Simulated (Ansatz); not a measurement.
# GeOTe: the cell at several levels of theory

Cell and atoms of GeOTe as a Janus 1T monolayer are relaxed in turn with PBE and r2SCAN. This is a trial cell built on a prototype, not taken from a measured structure, and it needn't be the compound's ground state.

Program: Ansatz 0.2.0. PAW datasets, plane waves, zero pressure. Note: simulated data, non-magnetic, for a generated structure that need not be the stable one.

### Step 1. The system as given

The sheet's in-plane cell has a = 3.269 Å, b = 3.269 Å (γ = 120.0°), and its outermost atoms lie 2.66 Å apart along the normal. Near Ge stand 3 O at 2.31 Å and 3 Te at 2.31 Å; near O stand 3 Ge at 2.31 Å; near Te stand 3 Ge at 2.31 Å.

Coordinates:

```
CELL_PARAMETERS angstrom
3.26914 0.00000 0.00000
-1.63457 2.83116 0.00000
0.00000 0.00000 18.00000
ATOMIC_POSITIONS crystal
Ge 0.00000 0.00000 0.50000
O 0.33333 0.66667 0.57380
Te 0.66667 0.33333 0.42620
```
Two periodic directions, a and b.

### Step 2. Relaxation with PBE

input.yaml reads:

```yaml
crystal:
  lattice:
    - [3.26914104, 0.0, 0.0]
    - [-1.63457052, 2.8311591892, 0.0]
    - [0.0, 0.0, 18.0]
  atoms:
    - { symbol: Ge, position: [0.0, 0.0, 0.5] }
    - { symbol: O, position: [0.3333333333, 0.6666666667, 0.5737986847] }
    - { symbol: Te, position: [0.6666666667, 0.3333333333, 0.4262013153] }
  periodic: [true, true, false]
kpoints:
  mp_grid: { grid: [12, 12, 1] }
hamiltonian:
  xc: pbe
scf:
  occupations: { method: fermi_dirac, width: 0.02 }
relax:
  f_tol: 0.005
  cell: {}
```

Started as:

```sh
ansatz run input.yaml --threads 4 --pin off --max-ram 5529MiB --backend cpu --events-out ev --progress --plain --runs-dir out
```

After this run come: Relaxing with r2SCAN.

Q: Predict the outcome of this session. Wanted: for each run, a; area; SCF geometries.

As calculated:

| level | a (Å) | area (Å²/atom) | SCF geometries |
| --- | --- | --- | --- |
| PBE | 3.225 | 3.003 | 10 |

In words: The first relaxation changed the area by -2.7 % from the start.
